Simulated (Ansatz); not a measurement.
# InRh: the cost of one run

Computed with Ansatz 0.2.0 (DFT r²SCAN with spin–orbit coupling, plane waves, PAW, unless a step's input says otherwise).

3 further runs of the same task are left out: 3 set aside as unsound or not needed.

### Step 1. The starting structure

Symmetry: Pm-3m, No. 221, cubic system. The conventional cell has a = 3.196 Å, b = 3.196 Å, c = 3.196 Å, α = 90.00°, β = 90.00°, γ = 90.00°. In (site symmetry m-3m) is surrounded by 8 Rh at 2.77 Å. Rh (site symmetry m-3m) is surrounded by 8 In at 2.77 Å.

Coordinates:

```
In Rh
1.0
     3.19600    0.00000    0.00000
     0.00000    3.19600    0.00000
     0.00000    0.00000    3.19600
In Rh
1 1
Direct
  0.50000 0.50000 0.50000
  0.00000 0.00000 0.00000
```

The cell is the deposited one, not relaxed. At r²SCAN, without spin–orbit coupling, an earlier run found 1.34 GPa for this cell of 16.323 Å³/atom (10×10×10 mesh), metallic.

### Step 2. Spin-orbit coupling: bands, spin texture, Fermi surface

The input, input.yaml:

```yaml
crystal:
  lattice:
    - [3.1960008636, 0.0, 0.0]
    - [0.0, 3.1960008636, 0.0]
    - [0.0, 0.0, 3.1960008636]
  atoms:
    - { symbol: In, position: [0.5, 0.5, 0.5] }
    - { symbol: Rh, position: [0.0, 0.0, 0.0] }
basis:
  ecutwfc: 500
  ecutrho_ratio: 4
kpoints:
  mp_grid: { grid: [8, 8, 8] }
  band_path:
    path:
      - [[0.0, 0.0, 0.0], [0.0, 0.5, 0.0], [0.5, 0.5, 0.0], [0.0, 0.0, 0.0], [0.5, 0.5, 0.5], [0.0, 0.5, 0.0]]
      - [[0.5, 0.5, 0.5], [0.5, 0.5, 0.0]]
    npoints: 10
hamiltonian:
  xc: r2scan
scf:
  occupations: { method: gaussian, width: 0.05 }
output:
  forces: true
  stress: true
  eigenvalues: true
  populations: true
  eigenstates:
    nscf_kmesh: { grid: [16, 16, 16] }
    de_dk: true
    e_range: [-2.5, 2.5]
  write_density: true
  write_potential: true
  elf: true
  volumetric_format: npy
magnetization:
  noncollinear: true
  spin_orbit: true
```

On the command line:

```console
$ ansatz run input.yaml --threads 4 --pin off --max-ram 9216MiB --backend cpu --events-out ev --progress --plain --runs-dir out
```

**Question.** How long does this run take on 4 threads of Intel Xeon Platinum 8259CL at 2.50GHz (Skylake/Cascade Lake), shared host, and how much memory does it need?

About 34 s, with a peak of 0.73 GiB.
